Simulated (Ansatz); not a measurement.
# C6H3FSi: basis-set convergence

How large a basis does C6H3FSi need? Two functionals are run in growing sets.

Method: one geometry, several basis sets; program: Ansatz 0.2.0, Gaussian basis.

Plan: PBE0-D4/def2-SVP; ωB97M-V/def2-SVP; PBE0-D4/def2-QZVPP; ωB97M-V/def2-QZVPP; the functionals' def2-TZVPP values are taken from earlier runs.

## (1) Structure used throughout

All runs share one geometry, relaxed beforehand with PBE0-D4 in a triple-zeta def2 set.

SMILES `C#C[Si](F)(C#C)C#C`, 11 atoms, charge 0, spin multiplicity 1.

Atoms are counted from 1 here; the program's logs count them from 0.

Bond lengths: C1–C2 1.205 Å, C1–H9 1.066 Å, C2–Si3 1.810 Å, Si3–F4 1.587 Å, Si3–C5 1.810 Å, Si3–C7 1.810 Å, C5–C6 1.205 Å, C6–H10 1.066 Å, C7–C8 1.205 Å, C8–H11 1.066 Å. Angles: C2–C1–H9 179.9°, C1–C2–Si3 179.2°, C2–Si3–F4 108.7°, C2–Si3–C5 110.3°, C2–Si3–C7 110.3°, F4–Si3–C5 108.6°, F4–Si3–C7 108.6°, C5–Si3–C7 110.3°, Si3–C5–C6 179.2°, C5–C6–H10 179.9°, Si3–C7–C8 179.2°, C7–C8–H11 179.9°.

## (2) PBE0-D4 in def2-SVP

Input file in.yaml:

```yaml
crystal:
  periodic: [false, false, false]
  atoms:
    - {symbol: C, position_ang: [-0.712254, -0.012278, 2.781165]}
    - {symbol: C, position_ang: [-0.670389, 0.038655, 1.577898]}
    - {symbol: Si, position_ang: [-0.583785, 0.110683, -0.228270]}
    - {symbol: F, position_ang: [-2.038247, 0.396273, -0.795155]}
    - {symbol: C, position_ang: [0.514273, 1.450987, -0.750575]}
    - {symbol: C, position_ang: [1.257390, 2.336629, -1.090598]}
    - {symbol: C, position_ang: [-0.004212, -1.470073, -0.891782]}
    - {symbol: C, position_ang: [0.395161, -2.521145, -1.325312]}
    - {symbol: H, position_ang: [-0.751845, -0.056900, 3.845792]}
    - {symbol: H, position_ang: [1.912977, 3.121454, -1.392668]}
    - {symbol: H, position_ang: [0.746329, -3.451487, -1.710197]}
basis:
  gaussian: {orbitals: def2-SVP}
hamiltonian: {xc: pbe0, dispersion: d4}
output: {orbitals: {seedname: orbitals}}
```

The run is started by

```sh
$ ansatz run in.yaml --threads 4 --pin off --events-out ev --progress --plain --max-ram 11315MiB
```

After this run come: ωB97M-V in def2-SVP; PBE0-D4 in def2-QZVPP; ωB97M-V in def2-QZVPP.

Before running them: what should the planned runs give, taken together? Wanted: PBE0-D4: double and triple zeta above quadruple; ωB97M-V: double and triple zeta above quadruple.

As calculated:

| quantity | value |
| --- | --- |
| PBE0-D4: double and triple zeta above quadruple | 14.18, 0.75 eV |
| ωB97M-V: double and triple zeta above quadruple | 14.43, 0.67 eV |

What this shows: PBE0-D4 gains 13.42 eV from double to triple zeta, then 0.75 eV more. Total energies overstate the basis error of differences, where much of it tends to cancel.
